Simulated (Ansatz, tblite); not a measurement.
# C12H26Se: a ladder of methods and basis sets

One table from this session's results is given with a row withheld; the runs are named, their logs left out.

The runs use Ansatz 0.2.0, Gaussian basis; as each input shows.

The runs, in order: GFN1-xTB, GFN2-xTB, PBE-D4/def2-TZVP, r2SCAN-D4/def2-TZVP, HSE06-D4/def2-TZVP, r2SCAN0-D4/def2-TZVP, B97M-V/def2-TZVP, PBE-D4/def2-SVP, PBE0-D4/def2-SVP, CCSD(T)/def2-SVP, MP2/def2-TZVP, RPA/def2-TZVP.

## The relaxed structure

The geometry is that of the singlet, from an earlier relaxation (PBE-D4/def2-SVP).

39 atoms, charge 0, spin multiplicity 1.

Bond lengths: C1–C2 1.529 Å, C1–H14 1.110 Å, C1–H15 1.110 Å, C1–H16 1.109 Å, C2–C3 1.532 Å, C2–H17 1.113 Å, C2–H18 1.113 Å, C3–C4 1.531 Å, C3–H19 1.114 Å, C3–H20 1.114 Å, C4–C5 1.531 Å, C4–H21 1.114 Å, C4–H22 1.114 Å, C5–C6 1.533 Å, C5–H23 1.114 Å, C5–H24 1.113 Å, C6–C7 1.535 Å, C6–H25 1.114 Å and more. Angles: C2–C1–H14 111.3°, C2–C1–H15 111.3°, C2–C1–H16 111.8°, H14–C1–H15 107.1°, H14–C1–H16 107.5°, H15–C1–H16 107.5°, C1–C2–C3 113.6°, C1–C2–H17 109.7°, C1–C2–H18 109.7°, C3–C2–H17 109.1°, C3–C2–H18 109.1°, H17–C2–H18 105.4°, C2–C3–C4 113.9°, C2–C3–H19 109.3°, C2–C3–H20 109.3°, C4–C3–H19 109.3°, C4–C3–H20 109.3°, H19–C3–H20 105.4° and more.

PBE0-D4/def2-TZVP was run before; its log isn't repeated, and its numbers join the tables.

Set-up of the first run:

Tight binding, by tblite at 300 K electronic temperature and without a spin-polarisation term:

```python
tblite.interface.Calculator('GFN1-xTB', numbers, positions, charge=0, uhf=0).singlepoint()
```

Tight binding, by tblite at 300 K electronic temperature and without a spin-polarisation term:

```python
tblite.interface.Calculator('GFN2-xTB', numbers, positions, charge=0, uhf=0).singlepoint()
```

start.molden holds the orbitals of an earlier run on this state, given as this run's starting guess.

File in.yaml:

```yaml
crystal:
  periodic: [false, false, false]
  atoms:
    - {symbol: C, position_ang: [-6.759942, 0.086517, -0.987362]}
    - {symbol: C, position_ang: [-5.683853, 0.330267, 0.071373]}
    - {symbol: C, position_ang: [-4.279020, -0.087454, -0.374384]}
    - {symbol: C, position_ang: [-3.196482, 0.149764, 0.681557]}
    - {symbol: C, position_ang: [-1.792032, -0.272715, 0.241499]}
    - {symbol: C, position_ang: [-0.720707, -0.037635, 1.311881]}
    - {symbol: C, position_ang: [0.690462, -0.511410, 0.937947]}
    - {symbol: C, position_ang: [1.334274, 0.250336, -0.227668]}
    - {symbol: C, position_ang: [2.764741, -0.192119, -0.570070]}
    - {symbol: C, position_ang: [3.806697, 0.132837, 0.507798]}
    - {symbol: C, position_ang: [5.233732, -0.343510, 0.189705]}
    - {symbol: C, position_ang: [5.869798, 0.366140, -1.003931]}
    - {symbol: Se, position_ang: [7.703732, -0.238551, -1.429667]}
    - {symbol: H, position_ang: [-6.544140, 0.649696, -1.919662]}
    - {symbol: H, position_ang: [-6.821076, -0.987935, -1.260780]}
    - {symbol: H, position_ang: [-7.763897, 0.398181, -0.634554]}
    - {symbol: H, position_ang: [-5.671297, 1.407389, 0.352065]}
    - {symbol: H, position_ang: [-5.946392, -0.216224, 1.004952]}
    - {symbol: H, position_ang: [-4.011020, 0.460024, -1.307029]}
    - {symbol: H, position_ang: [-4.288378, -1.165324, -0.656275]}
    - {symbol: H, position_ang: [-3.184700, 1.228138, 0.960760]}
    - {symbol: H, position_ang: [-3.468033, -0.394211, 1.615096]}
    - {symbol: H, position_ang: [-1.801314, -1.351930, -0.035557]}
    - {symbol: H, position_ang: [-1.526761, 0.272570, -0.691397]}
    - {symbol: H, position_ang: [-0.687821, 1.047020, 1.564372]}
    - {symbol: H, position_ang: [-1.035874, -0.550738, 2.247370]}
    - {symbol: H, position_ang: [0.661077, -1.597222, 0.689246]}
    - {symbol: H, position_ang: [1.338165, -0.427738, 1.837046]}
    - {symbol: H, position_ang: [1.333526, 1.340403, 0.004318]}
    - {symbol: H, position_ang: [0.702428, 0.137379, -1.134516]}
    - {symbol: H, position_ang: [3.061884, 0.286651, -1.528188]}
    - {symbol: H, position_ang: [2.773600, -1.288877, -0.766586]}
    - {symbol: H, position_ang: [3.499556, -0.326511, 1.471520]}
    - {symbol: H, position_ang: [3.814615, 1.232202, 0.688861]}
    - {symbol: H, position_ang: [5.875652, -0.186039, 1.083283]}
    - {symbol: H, position_ang: [5.235391, -1.439891, 0.005210]}
    - {symbol: H, position_ang: [5.890689, 1.465864, -0.862419]}
    - {symbol: H, position_ang: [5.315232, 0.170145, -1.944050]}
    - {symbol: H, position_ang: [8.277480, 0.204512, -0.131764]}
basis:
  gaussian: {orbitals: def2-TZVP, fitting: {mean_field: def2-universal-jkfit}, initial_orbitals: start.molden}
hamiltonian: {xc: pbe, dispersion: d4}
scf: {omitted_lower_state_checks: [starts]}
output: {forces: true, orbitals: {seedname: orbitals}}
```

The run is started by

```
ansatz run in.yaml --threads 2 --pin off --events-out ev --progress --plain --max-ram 22528MiB --backend cuda --devices 0, --max-vram 18GiB
```

Among the steps run: PBE-D4/def2-TZVP; r2SCAN-D4/def2-TZVP; HSE06-D4/def2-TZVP; r2SCAN0-D4/def2-TZVP; B97M-V/def2-TZVP; PBE-D4/def2-SVP; PBE0-D4/def2-SVP; CCSD(T)/def2-SVP; MP2/def2-TZVP; RPA/def2-TZVP.

One of the session's tables, all rows but one given; the rest of the session is left out.

It belongs to the step «Binding energy». 

```
              method  binding an atom (eV)
         HF/def2-SVP                 3.154
        HF/def2-TZVP                 3.091
     PBE-D4/def2-SVP                 4.220
    PBE-D4/def2-TZVP                 4.177
 r2SCAN-D4/def2-TZVP                 4.108
    B97M-V/def2-TZVP                 4.097
    PBE0-D4/def2-SVP                 4.179
   PBE0-D4/def2-TZVP                 4.133
r2SCAN0-D4/def2-TZVP                     ?
  HSE06-D4/def2-TZVP                 4.135
        MP2/def2-SVP                 3.978
       MP2/def2-TZVP                 4.001
       CCSD/def2-SVP                 3.927
    CCSD(T)/def2-SVP                 3.962
```

Estimate the missing values for r2SCAN0-D4/def2-TZVP.

As computed: binding an atom (eV): 4.075. In the column «binding an atom (eV)» it lies between MP2/def2-TZVP (4.001) and B97M-V/def2-TZVP (4.097).

Caveats from the session: Free atoms were run apart at each level; binding is atoms less cluster, divided by the number of atoms, without zero-point or spin-orbit terms.
